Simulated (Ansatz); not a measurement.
**C3H7FSi: basis-set convergence**

How large a basis does C3H7FSi need? Two functionals are run in growing sets.

The runs use Ansatz 0.2.0, Gaussian basis; one geometry, several basis sets.

Plan: PBE0-D4/def2-SVP; ωB97M-V/def2-SVP; PBE0-D4/def2-QZVPP; ωB97M-V/def2-QZVPP; the functionals' def2-TZVPP values are taken from earlier runs.

### Step 1. The relaxed structure

The geometry comes from an earlier relaxation with PBE0-D4 in a triple-zeta def2 set; it is a stationary point, not always the lowest conformer.

SMILES `CC(C)[Si]F`, 12 atoms, charge 0, spin multiplicity 1.

Atoms are counted from 1 here; the program's logs count them from 0.

Bond lengths: C1–C2 1.523 Å, C1–H6 1.094 Å, C1–H7 1.093 Å, C1–H8 1.095 Å, C2–C3 1.534 Å, C2–Si4 1.901 Å, C2–H9 1.099 Å, C3–H10 1.095 Å, C3–H11 1.097 Å, C3–H12 1.094 Å, Si4–F5 1.622 Å. Angles: C2–C1–H6 112.1°, C2–C1–H7 110.9°, C2–C1–H8 111.1°, H6–C1–H7 107.6°, H6–C1–H8 107.3°, H7–C1–H8 107.6°, C1–C2–C3 111.8°, C1–C2–Si4 115.1°, C1–C2–H9 109.6°, C3–C2–Si4 105.1°, C3–C2–H9 108.3°, Si4–C2–H9 106.5°, C2–C3–H10 110.8°, C2–C3–H11 112.8°, C2–C3–H12 111.0°, H10–C3–H11 106.8°, H10–C3–H12 107.6°, H11–C3–H12 107.6° and more.

### Step 2. PBE0-D4 in def2-SVP

File in.yaml:

```yaml
crystal:
  periodic: [false, false, false]
  atoms:
    - {symbol: C, position_ang: [-0.983784, 0.316342, 0.844848]}
    - {symbol: C, position_ang: [-0.223203, -0.521316, -0.175364]}
    - {symbol: C, position_ang: [1.295244, -0.347732, -0.038289]}
    - {symbol: Si, position_ang: [-0.606921, -0.119868, -1.993941]}
    - {symbol: F, position_ang: [-0.479818, 1.495963, -1.928313]}
    - {symbol: H, position_ang: [-2.064771, 0.163538, 0.779071]}
    - {symbol: H, position_ang: [-0.791134, 1.381741, 0.696337]}
    - {symbol: H, position_ang: [-0.681091, 0.064034, 1.866792]}
    - {symbol: H, position_ang: [-0.462782, -1.583874, -0.032896]}
    - {symbol: H, position_ang: [1.638697, -0.692922, 0.941997]}
    - {symbol: H, position_ang: [1.857384, -0.914923, -0.789727]}
    - {symbol: H, position_ang: [1.579182, 0.703815, -0.136518]}
basis:
  gaussian: {orbitals: def2-SVP}
hamiltonian: {xc: pbe0, dispersion: d4}
output: {orbitals: {seedname: orbitals}}
```

On the command line:

```
> ansatz run in.yaml --threads 4 --pin off --events-out ev --progress --plain --max-ram 10444MiB
```

The runs that follow: ωB97M-V in def2-SVP; PBE0-D4 in def2-QZVPP; ωB97M-V in def2-QZVPP.

Before running them: what should the planned runs give, taken together? Wanted: PBE0-D4: double and triple zeta above quadruple; ωB97M-V: double and triple zeta above quadruple.

As calculated:

| quantity | value |
| --- | --- |
| PBE0-D4: double and triple zeta above quadruple | 10.38, 0.61 eV |
| ωB97M-V: double and triple zeta above quadruple | 10.65, 0.58 eV |

What this shows: PBE0-D4 gains 9.77 eV from double to triple zeta, then 0.61 eV more. These are total energies; as a rule much of such shifts cancels in differences, which this series doesn't test.
